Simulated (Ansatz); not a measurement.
Run this with Ansatz 0.2.0, Python API and show what comes out.

The script, `run_convert.py`:
```python
from pathlib import Path

import ansatz as az

FUNCTIONAL = 'rpbe'
CUTOFF = 630
SMEARING = 'fermi_dirac'
SIGMA = 0.1
MESH = (6, 6, 6)

lattice = az.Lattice.of(
    (-2.95122, 2.95122, 4.1685),
    (2.95122, -2.95122, 4.1685),
    (2.95122, 2.95122, -4.1685),
)
sites = [
    ('Mg', (0.0, 0.0, 0.0)),
    ('Cu', (0.37567, 0.12704, 0.75136)),
    ('Cu', (0.37567, 0.62431, 0.24864)),
    ('Cu', (0.37568, 0.62433, 0.75136)),
    ('Cu', (0.87296, 0.62433, 0.24864)),
    ('O', (0.17267, 0.39105, 0.78162)),
    ('O', (0.60895, 0.82733, 0.21838)),
    ('O', (0.58711, 0.86226, 0.72484)),
    ('O', (0.13774, 0.86258, 0.72484)),
    ('O', (0.13774, 0.41289, 0.27516)),
    ('O', (0.13742, 0.86226, 0.27516)),
    ('O', (0.60895, 0.39057, 0.78162)),
    ('O', (0.60943, 0.39105, 0.21838)),
]
cell = az.Crystal(lattice=lattice)
for symbol, position in sites:
    cell = cell.atom(symbol, position)

calculation = (
    cell.calculation()
    .functional(FUNCTIONAL)
    .basis(CUTOFF)
    .occupations(SMEARING, width=SIGMA)
    .hubbard('Cu', 'd', u_eff=4.0)
    .accuracy('high')
    .kpoints(*MESH)
    .forces()
    .stress()
)
Path('written.yaml').write_text(calculation.to_yaml())
back = az.Calculation.from_yaml('written.yaml')
print(back.to_python())
print('same input:', back.to_yaml() == calculation.to_yaml())
```

Output of `python run_convert.py`:
```text
(
    az.Lattice.of(((-2.95122, 2.95122, 4.1685), (2.95122, -2.95122, 4.1685), (2.95122, 2.95122, -4.1685)))
    .atom("Mg", (0.0, 0.0, 0.0))
    .atom("Cu", (0.37567, 0.12704, 0.75136))
    .atom("Cu", (0.37567, 0.62431, 0.24864))
    .atom("Cu", (0.37568, 0.62433, 0.75136))
    .atom("Cu", (0.87296, 0.62433, 0.24864))
    .atom("O", (0.17267, 0.39105, 0.78162))
    .atom("O", (0.60895, 0.82733, 0.21838))
    .atom("O", (0.58711, 0.86226, 0.72484))
    .atom("O", (0.13774, 0.86258, 0.72484))
    .atom("O", (0.13774, 0.41289, 0.27516))
    .atom("O", (0.13742, 0.86226, 0.27516))
    .atom("O", (0.60895, 0.39057, 0.78162))
    .atom("O", (0.60943, 0.39105, 0.21838))
    .calculation()
    .accuracy("high")
    .basis(cutoff=630.0)
    .kpoints(6, 6, 6)
    .functional("rpbe")
    .hubbard("Cu", "d", u_eff=4.0)
    .occupations(method="fermi_dirac", width=0.1)
    .forces()
    .stress()
)

same input: True
```

`written.yaml`, as written:
```yaml
crystal:
  lattice:
    - [-2.95122, 2.95122, 4.1685]
    - [2.95122, -2.95122, 4.1685]
    - [2.95122, 2.95122, -4.1685]
  atoms:
    - { symbol: Mg, position: [0.0, 0.0, 0.0] }
    - { symbol: Cu, position: [0.37567, 0.12704, 0.75136] }
    - { symbol: Cu, position: [0.37567, 0.62431, 0.24864] }
    - { symbol: Cu, position: [0.37568, 0.62433, 0.75136] }
    - { symbol: Cu, position: [0.87296, 0.62433, 0.24864] }
    - { symbol: O, position: [0.17267, 0.39105, 0.78162] }
    - { symbol: O, position: [0.60895, 0.82733, 0.21838] }
    - { symbol: O, position: [0.58711, 0.86226, 0.72484] }
    - { symbol: O, position: [0.13774, 0.86258, 0.72484] }
    - { symbol: O, position: [0.13774, 0.41289, 0.27516] }
    - { symbol: O, position: [0.13742, 0.86226, 0.27516] }
    - { symbol: O, position: [0.60895, 0.39057, 0.78162] }
    - { symbol: O, position: [0.60943, 0.39105, 0.21838] }
accuracy: high
basis:
  ecutwfc: 630.0
kpoints:
  mp_grid:
    grid: [6, 6, 6]
hamiltonian:
  xc: rpbe
  hubbard:
    - { species: Cu, l: d, u_eff: 4.0 }
scf:
  occupations:
    method: fermi_dirac
    width: 0.1
output:
  forces: true
  stress: true
```

The input is only written out: it wasn't run, and its settings aren't tested. The structure comes from a database and needn't be a stable phase.
